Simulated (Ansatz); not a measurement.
**HBr with PH3: superposition error and deformation, part 1 of 3**

Aim: split the binding of a pair into the counterpoise interaction, the basis-set superposition error and the cost of deforming the fragments.

Program: Ansatz 0.2.0, Gaussian basis. Level of theory: PBE0-D4 structures, single points in def2-TZVPPD. These are calculated values, not measurements.

Levels: PBE-D4, revPBE-D4, BLYP-D4, r2SCAN-D4, B97M-V, PBE0-D4, B3LYP-D4, HSE06-D4, wB97X-V, wB97M-V, B2PLYP, Hartree-Fock, MP2, CCSD, CCSD(T).

Cores are frozen in the correlated methods. Filled d shells of the heavier atoms are correlated. B3LYP uses VWN-RPA correlation. B2PLYP carries no dispersion term here.

129 further runs of the same task are left out: 129 set aside as unsound or not needed.

**1. The system as given**

The relaxed pair: 6 atoms, charge 0, spin multiplicity 1.

Atoms are counted from 1 here; the program's logs count them from 0.

Bond lengths: Br1–H2 1.426 Å, P3–H4 1.420 Å, P3–H5 1.420 Å, P3–H6 1.421 Å. Angles: H4–P3–H5 93.5°, H4–P3–H6 93.5°, H5–P3–H6 93.5°.

Geometry (Å):

```mol
BrH4P
  3D, bonds by distance, orders not assigned

  6  4  0  0  0  0  0  0  0  0999 V2000
   -0.1690    0.0743   -2.7016 Br  0  0
   -0.0766    0.0335   -1.2788 H   0  0
    0.0959   -0.0421    1.5701 P   0  0
   -0.0840    1.1647    0.8428 H   0  0
   -0.9095   -0.7330    0.8423 H   0  0
    1.1432   -0.4975    0.7254 H   0  0
  1  2  8  0
  3  4  8  0
  3  5  8  0
  3  6  8  0
M  END
```

Atoms 1 to 2 are fragment A (HBr), the rest fragment B (PH3). From earlier runs, pair energy (eV) and counterpoise interaction (meV):

| method | E(pair) | interaction |
| --- | --- | --- |
| PBE-D4 | -79385.36585 | -86 |
| revPBE-D4 | -79392.91440 | -63 |
| BLYP-D4 | -79401.00507 | -59 |
| r2SCAN-D4 | -79399.17654 | -70 |
| B97M-V | -79385.46003 | -61 |
| PBE0-D4 | -79388.69416 | -72 |
| B3LYP-D4 | -79402.08595 | -59 |
| HSE06-D4 | -79388.60183 | -73 |
| wB97X-V | -79392.49421 | -49 |
| wB97M-V | -79395.42040 | -54 |
| B2PLYP | -79386.47144 | -23 |
| Hartree-Fock | -79334.37819 | 48 |
| MP2 | -79347.04095 | -55 |
| CCSD(T) | -79348.50748 | -41 |

First each fragment is run alone in its own basis, frozen in the shape it has in the pair (a, b).

**2. PBE-D4/def2-TZVPPD**

The input, a/in.yaml:

```yaml
crystal:
  periodic: [false, false, false]
  atoms:
    - {symbol: Br, position_ang: [-0.169017, 0.074270, -2.701590]}
    - {symbol: H, position_ang: [-0.076588, 0.033529, -1.278815]}
basis:
  gaussian: {orbitals: "def2-TZVPPD.json"}
hamiltonian: {xc: pbe, dispersion: d4}
```

The input, b/in.yaml:

```yaml
crystal:
  periodic: [false, false, false]
  atoms:
    - {symbol: P, position_ang: [0.095877, -0.042102, 1.570061]}
    - {symbol: H, position_ang: [-0.084018, 1.164722, 0.842752]}
    - {symbol: H, position_ang: [-0.909487, -0.733037, 0.842320]}
    - {symbol: H, position_ang: [1.143233, -0.497483, 0.725373]}
basis:
  gaussian: {orbitals: "def2-TZVPPD.json"}
hamiltonian: {xc: pbe, dispersion: d4}
```

The basis file named in the input lies beside it (Basis Set Exchange, JSON).

One command serves all of them, each in its own folder.

Launch:

```console
> ansatz run in.yaml --threads 2 --pin off --events-out ev --progress --plain --max-ram 5222MiB
```

Log of a:

```text
Functional definition: PBE
  name "PBE"
  cite "Perdew, Burke & Ernzerhof, Phys. Rev. Lett. 77, 3865 (1996) doi:10.1103/PhysRevLett.77.3865"
  parent pbe
  parameter kappa = 0.804
  parameter beta = 0.06672455060314922
  exchange = pbe_x(kappa = kappa, mu = beta*pi^2/3)
  correlation = pbe_c(beta = beta)
479 factors; their error is unknown
mean field evaluation 1: about -70051.9751 eV, gradient 1.0e1 eV
mean field evaluation 2: about -70052.0564 eV, gradient 6.5e0 eV
mean field evaluation 4: about -70052.1693 eV, gradient 2.1e-1 eV
mean field evaluation 8: about -70052.1639 eV, gradient 1.7e-1 eV
mean field -70052.16388361 eV, -2574.3695396606 hartree, gradient 2.9e-5 eV, S^2 0.000000; 0 other end points of the search recorded, 0 dependent functions left out
reference -70052.16392706 eV, -2574.3695412573 hartree; 18, 18 occupied and 56, 56 virtual orbitals, 479 factors
Total energy: -70052.17071438 eV, -2574.3697906866 hartree
```

Log of b (excerpt; [...] marks lines left out):

```text
[... 4 set-up lines as earlier in the session ...]
[...]
493 factors; their error is unknown
[...]
mean field -9333.07340633 eV, -342.9841214984 hartree, gradient 2.0e-5 eV, S^2 0.000000; 0 other end points of the search recorded, 0 dependent functions left out
reference -9333.07343709 eV, -342.9841226285 hartree; 9, 9 occupied and 90, 90 virtual orbitals, 493 factors
Total energy: -9333.10284437 eV, -342.9852033262 hartree
```

Times: 0.45 s (a), 0.45 s (b) on 2 threads of Arm Neoverse V1, shared host.

**3. r2SCAN-D4/def2-TZVPPD**

Each input of step 2 (a, b) changes in the same lines:

```diff
-hamiltonian: {xc: pbe, dispersion: d4}
+hamiltonian: {xc: r2scan, dispersion: d4}
```

One command serves all of them, each in its own folder.

Launch:

```console
> ansatz run in.yaml --threads 2 --pin off --events-out ev --progress --plain --max-ram 5222MiB
```

Output in a (excerpt; [...] marks lines left out):

```text
Functional definition: r2SCAN
  name "r2SCAN"
  cite "Furness, Kaplan, Ning, Perdew & Sun, J. Phys. Chem. Lett. 11, 8208 (2020) doi:10.1021/acs.jpclett.0c02405"
  cite "Furness, Kaplan, Ning, Perdew & Sun, J. Phys. Chem. Lett. 11, 9248 (2020) doi:10.1021/acs.jpclett.0c03077"
  parent r2scan
[...]
479 factors; their error is unknown
[...]
mean field -70062.30044431 eV, -2574.7420513956 hartree, gradient 1.5e-5 eV, S^2 0.000000; 0 other end points of the search recorded, 0 dependent functions left out
reference -70062.30045579 eV, -2574.7420518173 hartree; 18, 18 occupied and 56, 56 virtual orbitals, 479 factors
Total energy: -70062.30191543 eV, -2574.7421054582 hartree
```

Output in b (excerpt; [...] marks lines left out):

```text
[... 5 set-up lines as earlier in the session ...]
[...]
493 factors; their error is unknown
[...]
mean field -9336.79317315 eV, -343.1208204075 hartree, gradient 6.7e-6 eV, S^2 0.000000; 0 other end points of the search recorded, 0 dependent functions left out
reference -9336.79318147 eV, -343.1208207134 hartree; 9, 9 occupied and 90, 90 virtual orbitals, 493 factors
Total energy: -9336.79975328 eV, -343.1210622227 hartree
```

Times: 0.9 s (a), 1 s (b) on 2 threads of Arm Neoverse V1, shared host.

**4. PBE0-D4/def2-TZVPPD**

The same edit goes into each in.yaml of step 3 (a, b):

```diff
-hamiltonian: {xc: r2scan, dispersion: d4}
+hamiltonian: {xc: pbe0, dispersion: d4}
+output: {orbitals: {seedname: orbitals}}
```

The same command starts each run, in its folder.

Launch:

```console
> ansatz run in.yaml --threads 2 --pin off --events-out ev --progress --plain --max-ram 5222MiB
```

Output in a (excerpt; [...] marks lines left out):

```text
Functional definition: PBE0
  name "PBE0"
  cite "Adamo & Barone, J. Chem. Phys. 110, 6158 (1999) doi:10.1063/1.478522"
[... 2 set-up lines as earlier in the session ...]
[...]
531 factors; their error is unknown
[...]
mean field -70054.61558002 eV, -2574.4596378419 hartree, gradient 7.1e-5 eV, S^2 0.000000; 0 other end points of the search recorded, 0 dependent functions left out
reference -70054.61560873 eV, -2574.4596388967 hartree; 18, 18 occupied and 56, 56 virtual orbitals, 531 factors
Total energy: -70054.62112997 eV, -2574.4598417988 hartree
```

Log of b (excerpt; [...] marks lines left out):

```text
[... 5 set-up lines as earlier in the session ...]
[...]
517 factors; their error is unknown
[...]
mean field -9333.97109618 eV, -343.0171109918 hartree, gradient 1.3e-5 eV, S^2 0.000000; 0 other end points of the search recorded, 0 dependent functions left out
reference -9333.97111920 eV, -343.0171118376 hartree; 9, 9 occupied and 90, 90 virtual orbitals, 517 factors
Total energy: -9333.99497560 eV, -343.0179885444 hartree
```

Times: 0.45 s (a), 0.5 s (b) on 2 threads of Arm Neoverse V1, shared host.

Fields of a:

Orbitals, density, ELF and potential are computed afterwards from the orbital file.

Frontier orbitals at PBE0-D4/def2-TZVPPD, with the share of their density that lies nearest to each atom:

| orbital | energy (eV) | lies on |
| --- | --- | --- |
| HOMO | -8.79 | Br1 91 %; H2 9 % |
| LUMO | -0.51 | H2 57 %; Br1 43 % |

ELF in a plane through or near 2 of the atoms.

Ten even steps from '0' (0.00) to '9' (1.00):
```
0000000000000000000000000000
0000000011221100000000000000
0000001234443220000000000000
0000013556766431000000000000
0000114667776542100000000000
0000135788887653221100000000
0000236888887765555321000000
0000246776445667888762000000
0000246753442468999984100000
0000246535465259999995100000
0000246635565259999985100000
0000246742552468999984100000
0000246876445667888752000000
0000236888887665555321000000
0000135788887653221100000000
0000114667776542100000000000
0000013556766431000000000000
0000001234443221000000000000
0000000011221100000000000000
0000000000000000000000000000
```
The map spans 6.6 Å across and 5.2 Å up, centred on the molecule. Atoms in the plane (x, y in Å): Br1 (-0.7, 0.0), H2 (0.7, 0.0).

On the surface of density 0.002 e/bohr³ the electrostatic potential runs, from the 1st to the 99th percentile, from -0.35 V near Br1 to 1.99 V near H2.

**5. B3LYP-D4/def2-TZVPPD**

The same edit goes into each in.yaml of step 4 (a, b):

```diff
-hamiltonian: {xc: pbe0, dispersion: d4}
-output: {orbitals: {seedname: orbitals}}
+hamiltonian: {xc: {name: B3LYP}, dispersion: d4}
```

Each run has its own folder and the same command.

Launch:

```console
> ansatz run in.yaml --threads 2 --pin off --events-out ev --progress --plain --max-ram 5222MiB
```

Output in a (excerpt; [...] marks lines left out):

```text
Functional definition: B3LYP
  name "B3LYP"
  cite "Stephens, Devlin, Chabalowski & Frisch, J. Phys. Chem. 98, 11623 (1994) doi:10.1021/j100096a001"
  cite "Becke, Phys. Rev. A 38, 3098 (1988) doi:10.1103/PhysRevA.38.3098"
  cite "Lee, Yang & Parr, Phys. Rev. B 37, 785 (1988) doi:10.1103/PhysRevB.37.785"
  cite "Vosko, Wilk & Nusair, Can. J. Phys. 58, 1200 (1980) doi:10.1139/p80-159"
[...]
515 factors; their error is unknown
[...]
mean field -70063.61984242 eV, -2574.7905383816 hartree, gradient 5.7e-6 eV, S^2 0.000000; 0 other end points of the search recorded, 0 dependent functions left out
reference -70063.62003113 eV, -2574.7905453168 hartree; 18, 18 occupied and 56, 56 virtual orbitals, 515 factors
Total energy: -70063.63116832 eV, -2574.7909546010 hartree
```

Output in b (excerpt; [...] marks lines left out):

```text
[... 6 set-up lines as earlier in the session ...]
[...]
512 factors; their error is unknown
[...]
mean field -9338.34279520 eV, -343.1777679676 hartree, gradient 1.3e-5 eV, S^2 0.000000; 0 other end points of the search recorded, 0 dependent functions left out
reference -9338.34299182 eV, -343.1777751933 hartree; 9, 9 occupied and 90, 90 virtual orbitals, 512 factors
Total energy: -9338.39075020 eV, -343.1795302811 hartree
```

Wall times: 0.55 s (a), 0.65 s (b) on 2 threads of Arm Neoverse V1, shared host.

**6. wB97X-V/def2-TZVPPD**

The same edit goes into each in.yaml of step 5 (a, b):

```diff
-hamiltonian: {xc: {name: B3LYP}, dispersion: d4}
+hamiltonian: {xc: {name: wB97X-V}}
```

One command serves all of them, each in its own folder.

Launch:

```console
> ansatz run in.yaml --threads 2 --pin off --events-out ev --progress --plain --max-ram 5222MiB
```

Output in a (excerpt; [...] marks lines left out):

```text
Functional definition: wB97X-V
  name "wB97X-V"
  cite "Mardirossian & Head-Gordon, Phys. Chem. Chem. Phys. 16, 9904 (2014) doi:10.1039/C3CP54374A"
  cite "Becke, J. Chem. Phys. 107, 8554 (1997) doi:10.1063/1.475007"
  cite "Vydrov & Van Voorhis, J. Chem. Phys. 133, 244103 (2010) doi:10.1063/1.3521275"
[...]
      + integral(e_c_pw_opposite_spin*poly(b97_u_opposite, cos0, cos1)) + vv10(b, c)
515 factors; their error is unknown
102 factors; integrals over basis functions are off by at most 6.0e-5 eV
[...]
mean field -70056.31741710 eV, -2574.5221792011 hartree, gradient 1.7e-5 eV, S^2 0.000000; 0 other end points of the search recorded, 0 dependent functions left out
reference -70056.31741531 eV, -2574.5221791350 hartree; 18, 18 occupied and 56, 56 virtual orbitals, 515 factors
Total energy: -70056.31741531 eV, -2574.5221791350 hartree
```

Output in b (excerpt; [...] marks lines left out):

```text
[... 5 set-up lines as earlier in the session ...]
[...]
      + integral(e_c_pw_opposite_spin*poly(b97_u_opposite, cos0, cos1)) + vv10(b, c)
502 factors; their error is unknown
148 factors; integrals over basis functions are off by at most 2.3e-5 eV
[...]
mean field -9336.12268014 eV, -343.0961802439 hartree, gradient 7.7e-6 eV, S^2 0.000000; 0 other end points of the search recorded, 0 dependent functions left out
reference -9336.12267873 eV, -343.0961801920 hartree; 9, 9 occupied and 90, 90 virtual orbitals, 502 factors
Total energy: -9336.12267873 eV, -343.0961801920 hartree
```

Times: 1.4 s (a), 1.7 s (b) on 2 threads of Arm Neoverse V1, shared host.

**7. wB97M-V/def2-TZVPPD**

Each input of step 6 (a, b) changes in the same lines:

```diff
-hamiltonian: {xc: {name: wB97X-V}}
+hamiltonian: {xc: {name: wB97M-V}}
```

Each run has its own folder and the same command.

Launch:

```console
> ansatz run in.yaml --threads 2 --pin off --events-out ev --progress --plain --max-ram 5222MiB
```

Output in a (excerpt; [...] marks lines left out):

```text
Functional definition: wB97M-V
  name "wB97M-V"
  cite "Mardirossian & Head-Gordon, J. Chem. Phys. 144, 214110 (2016) doi:10.1063/1.4952647"
[... 2 set-up lines as earlier in the session ...]
  # Of w^i u^j: cxij and so on, Table III.
[...]
  gx(w, u) = 1 - cx + cx01*u + cx10*w
[...]
      + integral(e_c_pw_mod_opposite_spin*gos(b97_w_opposite, b97_u_opposite)) + vv10(b, c)
508 factors; their error is unknown
102 factors; integrals over basis functions are off by at most 6.0e-5 eV
[...]
mean field -70058.69951514 eV, -2574.6097196895 hartree, gradient 1.6e-5 eV, S^2 0.000000; 0 other end points of the search recorded, 0 dependent functions left out
reference -70058.69956486 eV, -2574.6097215166 hartree; 18, 18 occupied and 56, 56 virtual orbitals, 508 factors
Total energy: -70058.69956486 eV, -2574.6097215166 hartree
```

Log of b (excerpt; [...] marks lines left out):

```text
[... 5 set-up lines as earlier in the session ...]
  # Of w^i u^j: cxij and so on, Table III.
[...]
  gx(w, u) = 1 - cx + cx01*u + cx10*w
[...]
      + integral(e_c_pw_mod_opposite_spin*gos(b97_w_opposite, b97_u_opposite)) + vv10(b, c)
502 factors; their error is unknown
148 factors; integrals over basis functions are off by at most 2.3e-5 eV
[...]
mean field -9336.66087469 eV, -343.1159585287 hartree, gradient 4.4e-5 eV, S^2 0.000000; 0 other end points of the search recorded, 0 dependent functions left out
reference -9336.66090912 eV, -343.1159597942 hartree; 9, 9 occupied and 90, 90 virtual orbitals, 502 factors
Total energy: -9336.66090912 eV, -343.1159597942 hartree
```

Wall times: 1.5 s (a), 1.8 s (b) on 2 threads of Arm Neoverse V1, shared host.

**8. B2PLYP/def2-TZVPPD**

Each input of step 7 (a, b) changes in the same lines:

```diff
-hamiltonian: {xc: {name: wB97M-V}}
+hamiltonian: {xc: {name: B2PLYP}}
```

One command serves all of them, each in its own folder.

Launch:

```console
> ansatz run in.yaml --threads 2 --pin off --events-out ev --progress --plain --max-ram 5222MiB
```

a printed (excerpt; [...] marks lines left out):

```text
Functional definition: B2PLYP
  name "B2PLYP"
  cite "Grimme, J. Chem. Phys. 124, 034108 (2006) doi:10.1063/1.2148954"
[... 2 set-up lines as earlier in the session ...]
[...]
448 factors; integrals over basis functions are off by at most 1.6e-3 eV
[...]
mean field -70049.80223560 eV, -2574.2827506971 hartree, gradient 2.0e-6 eV, S^2 0.000000; 0 other end points of the search recorded, 0 dependent functions left out
9 core orbitals not correlated: weight in the atoms' cores, before any rotation towards them, 1.000 or more for the frozen orbitals, at most 0.000 for the correlated occupied ones
reference -70049.80235096 eV, -2574.2827549365 hartree; 9, 9 occupied and 56, 56 virtual orbitals, 448 factors
second order -9.29917203 eV of doubles, -0.00000000 eV of singles
Total energy: -70052.31312741 eV, -2574.3750242691 hartree
```

b printed (excerpt; [...] marks lines left out):

```text
[... 5 set-up lines as earlier in the session ...]
[...]
541 factors; integrals over basis functions are off by at most 8.5e-4 eV
[...]
mean field -9332.57080091 eV, -342.9656510896 hartree, gradient 1.7e-6 eV, S^2 0.000000; 0 other end points of the search recorded, 0 dependent functions left out
5 core orbitals not correlated: weight in the atoms' cores, before any rotation towards them, 1.000 or more for the frozen orbitals, at most 0.000 for the correlated occupied ones
reference -9332.57092532 eV, -342.9656556618 hartree; 4, 4 occupied and 90, 90 virtual orbitals, 541 factors
second order -5.74913727 eV of doubles, -0.00000000 eV of singles
Total energy: -9334.12319238 eV, -343.0227004241 hartree
```

Wall times: 0.8 s (a), 0.85 s (b) on 2 threads of Arm Neoverse V1, shared host.

**9. BLYP-D4/def2-TZVPPD**

Each input of step 8 (a, b) changes in the same lines:

```diff
-hamiltonian: {xc: {name: B2PLYP}}
+hamiltonian: {xc: {name: BLYP}, dispersion: d4}
```

Each run has its own folder and the same command.

Launch:

```console
> ansatz run in.yaml --threads 2 --pin off --events-out ev --progress --plain --max-ram 5222MiB
```

a printed (excerpt; [...] marks lines left out):

```text
Functional definition: BLYP
  name "BLYP"
[... 2 set-up lines as earlier in the session ...]
[...]
479 factors; their error is unknown
[...]
mean field -70063.42586342 eV, -2574.7834097848 hartree, gradient 1.9e-5 eV, S^2 0.000000; 0 other end points of the search recorded, 0 dependent functions left out
reference -70063.42612316 eV, -2574.7834193304 hartree; 18, 18 occupied and 56, 56 virtual orbitals, 479 factors
Total energy: -70063.44210031 eV, -2574.7840064798 hartree
```

Output in b (excerpt; [...] marks lines left out):

```text
[... 4 set-up lines as earlier in the session ...]
[...]
493 factors; their error is unknown
[...]
mean field -9337.42846205 eV, -343.1441668439 hartree, gradient 1.8e-5 eV, S^2 0.000000; 0 other end points of the search recorded, 0 dependent functions left out
reference -9337.42872128 eV, -343.1441763705 hartree; 9, 9 occupied and 90, 90 virtual orbitals, 493 factors
Total energy: -9337.49824679 eV, -343.1467313857 hartree
```

They took 0.5 s (a), 0.55 s (b) on 2 threads of Arm Neoverse V1, shared host.

**10. revPBE-D4/def2-TZVPPD**

Each input of step 9 (a, b) changes in the same lines:

```diff
-hamiltonian: {xc: {name: BLYP}, dispersion: d4}
+hamiltonian: {xc: {name: revPBE}, dispersion: d4}
```

The same command starts each run, in its folder.

Launch:

```console
> ansatz run in.yaml --threads 2 --pin off --events-out ev --progress --plain --max-ram 5222MiB
```

Log of a (excerpt; [...] marks lines left out):

```text
Functional definition: revPBE
  name "revPBE"
  cite "Zhang & Yang, Phys. Rev. Lett. 80, 890 (1998) doi:10.1103/PhysRevLett.80.890"
[... 1 set-up line as earlier in the session ...]
[...]
479 factors; their error is unknown
[...]
mean field -70056.79711191 eV, -2574.5398076600 hartree, gradient 3.8e-5 eV, S^2 0.000000; 0 other end points of the search recorded, 0 dependent functions left out
reference -70056.79716895 eV, -2574.5398097563 hartree; 18, 18 occupied and 56, 56 virtual orbitals, 479 factors
Total energy: -70056.82231822 eV, -2574.5407339748 hartree
```

b printed (excerpt; [...] marks lines left out):

```text
[... 4 set-up lines as earlier in the session ...]
[...]
493 factors; their error is unknown
[...]
mean field -9335.90612783 eV, -343.0882220933 hartree, gradient 5.7e-5 eV, S^2 0.000000; 0 other end points of the search recorded, 0 dependent functions left out
reference -9335.90616600 eV, -343.0882234959 hartree; 9, 9 occupied and 90, 90 virtual orbitals, 493 factors
Total energy: -9336.02221138 eV, -343.0924880851 hartree
```

They took 0.4 s (a), 0.4 s (b) on 2 threads of Arm Neoverse V1, shared host.

**11. B97M-V/def2-TZVPPD**

Each input of step 10 (a, b) changes in the same lines:

```diff
-hamiltonian: {xc: {name: revPBE}, dispersion: d4}
+hamiltonian: {xc: {name: B97M-V}}
```

The same command starts each run, in its folder.

Launch:

```console
> ansatz run in.yaml --threads 2 --pin off --events-out ev --progress --plain --max-ram 5222MiB
```

a printed (excerpt; [...] marks lines left out):

```text
Functional definition: B97M-V
  name "B97M-V"
  cite "Mardirossian & Head-Gordon, J. Chem. Phys. 142, 074111 (2015) doi:10.1063/1.4907719"
[... 2 set-up lines as earlier in the session ...]
  # Of w^i u^j: cxij and so on, Table III.
[...]
  gx(w, u) = cx00 + cx01*u + cx02*u^2 + (cx10 + cx11*u)*w
[...]
  gos(w, u) = cos00 + cos01*u + cos03*u^3 + cos10*w + cos32*w^3*u^2
[...]
      + integral(e_c_pw_mod_opposite_spin*gos(b97_w_opposite, b97_u_opposite)) + vv10(b, c)
479 factors; their error is unknown
[...]
mean field -70050.15710586 eV, -2574.2957919383 hartree, gradient 2.4e-5 eV, S^2 0.000000; 0 other end points of the search recorded, 0 dependent functions left out
reference -70050.15716976 eV, -2574.2957942867 hartree; 18, 18 occupied and 56, 56 virtual orbitals, 479 factors
Total energy: -70050.15716976 eV, -2574.2957942867 hartree
```

Output in b (excerpt; [...] marks lines left out):

```text
[... 5 set-up lines as earlier in the session ...]
  # Of w^i u^j: cxij and so on, Table III.
[...]
  gx(w, u) = cx00 + cx01*u + cx02*u^2 + (cx10 + cx11*u)*w
[...]
  gos(w, u) = cos00 + cos01*u + cos03*u^3 + cos10*w + cos32*w^3*u^2
[...]
      + integral(e_c_pw_mod_opposite_spin*gos(b97_w_opposite, b97_u_opposite)) + vv10(b, c)
493 factors; their error is unknown
[...]
mean field -9335.23421334 eV, -343.0635296911 hartree, gradient 4.1e-5 eV, S^2 0.000000; 0 other end points of the search recorded, 0 dependent functions left out
reference -9335.23425587 eV, -343.0635312543 hartree; 9, 9 occupied and 90, 90 virtual orbitals, 493 factors
Total energy: -9335.23425587 eV, -343.0635312543 hartree
```

Wall times: 1.5 s (a), 1.9 s (b) on 2 threads of Arm Neoverse V1, shared host.

(Continued in part 2 of 3.)
